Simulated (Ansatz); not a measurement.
This script makes an atomisation energy of B2H6N2, SMILES BB(N)N with Ansatz's Python interface.

`tae.py`
```python
# -*- coding: utf-8 -*-
"""Atomisation energy of B2H6N2 at the given geometry."""

from collections import Counter

import ansatz as az


def single_point(molecule, charge=0, unpaired=0):
    calc = (
        molecule.calculation()
        .basis(gaussian="pcseg-2")
        .functional("PBE", dispersion="d4")
        .scf(lower_state_search="light")
    )
    if charge:
        calc = calc.charge(charge)
    if unpaired:
        calc = calc.spin("collinear", total=unpaired)
    return calc.run().report["free_energy_ev"]

molecule = (
    az.Crystal.molecule()
    .atom("B", [0.7733, 1.1482, 0.0566])
    .atom("B", [-0.1561, -0.2317, -0.0114])
    .atom("N", [-1.6739, -0.1313, -0.0694])
    .atom("N", [0.5063, -1.6023, -0.0161])
    .atom("H", [1.9507, 1.0663, 0.1015])
    .atom("H", [0.2558, 2.2099, 0.0601])
    .atom("H", [-1.9848, 0.4035, 0.7726])
    .atom("H", [-1.9181, 0.4415, -0.9084])
    .atom("H", [1.1567, -1.6331, -0.8333])
    .atom("H", [1.09, -1.671, 0.8478])
)

# Hund ground states
unpaired = {"B": 1, "N": 3, "H": 1}
counts = Counter(site.symbol for site in molecule.cartesian_sites)
atom_energy = {s: single_point(az.Crystal.molecule().atom(s, (0, 0, 0)), 0, unpaired[s]) for s in counts}
whole = single_point(molecule, 0, 0)
for s, e in atom_energy.items():
    print(f"{s:2s} x{counts[s]}  {e:14.5f} eV")
print(f"B2H6N2: {whole:.5f} eV")
split = sum(counts[s] * e for s, e in atom_energy.items()) - whole
print(f"atomisation energy (no zero-point term): {23.060548 * split:.1f} kcal/mol, {split / sum(counts.values()):.3f} eV an atom")
```

What does it cost to take this molecule apart into atoms?

831.3 kcal/mol from the electronic energies, without the zero-point term.

The run itself:

```console
$ python tae.py
B  x2      -669.67814 eV
N  x2     -1483.89080 eV
H  x6       -13.60312 eV
B2H6N2: -4424.80643 eV
atomisation energy (no zero-point term): 831.3 kcal/mol, 3.605 eV an atom
```

Notes:
- These settings explore the input space; basis and method may be short of convergence.
- The geometry is a force-field or estimated start, not a minimum of this method, and the basis set is short of its limit. All parts are taken at fixed geometry, without zero-point energy.
- This functional overbinds, so such energies come out a few per cent too high (LDA far more).
- The whole script took 6.9 s on 1 thread of Arm Neoverse V1, on a shared host, peak memory 0.27 GiB.
